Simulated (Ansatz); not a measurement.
# Bi2Se3: the cost of one run

Program: Ansatz 0.2.0. Level of theory: DFT PBE, scalar-relativistic, plane waves, PAW. These are calculated values, not measurements.

4 further runs of the same task are left out: 4 set aside as unsound or not needed.

### 1 The starting structure

The structure is trigonal, space group R-3m (No. 166). The conventional cell has a = 4.187 Å, b = 4.187 Å, c = 31.302 Å, α = 90.00°, β = 90.00°, γ = 120.00°. Bi (site symmetry 3m) is surrounded by 6 Se at 2.88 to 3.11 Å. Se (site symmetry -3m) has 6 Bi at 3.11 Å as nearest neighbours. Se (site symmetry 3m) is surrounded by 3 Bi at 2.88 Å.

Structure file:

```
Bi Se
1.0
     2.09366    1.20877   10.43403
    -2.09366    1.20877   10.43403
     0.00000   -2.41755   10.43403
Bi Se
2 3
Direct
  0.39559 0.39559 0.39559
  0.60441 0.60441 0.60441
  0.00000 0.00000 0.00000
  0.22103 0.22103 0.22103
  0.77897 0.77897 0.77897
```

This cell was relaxed beforehand with the same method: volume 31.69 Å³/atom, gap on the mesh 0.69 eV.

### 2 Electronic structure at the relaxed geometry

input.yaml

```yaml
crystal:
  lattice:
    - [2.0936564859, 1.2087731357, 10.4340296451]
    - [-2.0936564859, 1.2087731357, 10.4340296451]
    - [0.0, -2.4175462715, 10.4340296451]
  atoms:
    - { symbol: Bi, position: [0.3955941726, 0.3955941726, 0.3955941726] }
    - { symbol: Bi, position: [0.6044058274, 0.6044058274, 0.6044058274] }
    - { symbol: Se, position: [0.0, 0.0, 0.0] }
    - { symbol: Se, position: [0.2210304531, 0.2210304531, 0.2210304531] }
    - { symbol: Se, position: [0.7789695469, 0.7789695469, 0.7789695469] }
basis:
  ecutwfc: 420
kpoints:
  mp_grid: { grid: [6, 6, 6] }
  band_path:
    path:
      - [[0.0, 0.0, 0.0], [0.5, 0.5, 0.5], [0.82438599, 0.17561401, 0.5]]
      - [[0.5, -0.17561401, 0.17561401], [0.5, 0.0, 0.0], [0.0, 0.0, 0.0], [0.33780701, -0.33780701, 0.0]]
      - [[0.66219299, 0.0, 0.33780701], [0.5, 0.0, 0.5], [0.0, 0.0, 0.0]]
    npoints: 14
hamiltonian:
  xc: pbe
scf:
  occupations: { method: gaussian, width: 0.02 }
  n_extra_bands: 12
output:
  forces: true
  stress: true
  eigenvalues: true
  populations: true
  dos: { projected: true, de: 0.02, nscf_kmesh: { grid: [9, 9, 9] } }
  bader: true
  write_density: true
  write_potential: true
  elf: true
  volumetric_format: npy
```

Command:

```
ansatz run input.yaml --threads 2 --pin off --max-ram 5120MiB --backend cpu --events-out ev --progress --plain --runs-dir out
```

Q: Estimate wall time and peak memory on 2 threads of AMD EPYC 7R43 (Zen 3), shared host.

About 73 s, with a peak of 0.78 GiB.
